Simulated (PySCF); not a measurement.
# K2 (K2): the cost of one run

Programs: PySCF 2.14.0, with routines of our own; each step states its level. All values are computed. Atoms count from 0.

### Step 1. The system as given

2 atoms, charge 0, multiplicity 1; geometry from: GFN2-xTB.

### Step 2. Optimising the geometry at B3LYP/def2-SVP

What the job is given:

```
{"job": {"xc": "B3LYP", "basis": "def2-SVP", "grid": 1, "kind": "geom"}, "charge": 0, "multiplicity": 1}
K      1.696469    -0.002568    -0.003230
K     -1.693712     0.003836    -0.010919
```

Command:

```console
OMP_NUM_THREADS=1 python excited_run.py task.json out
```

This one command runs all jobs of the session in turn.

Q: Estimate the wall time and peak memory of this first job on 1 thread of Arm Neoverse N1, shared host.

About 4.7 s, with a peak of 0.27 GiB.
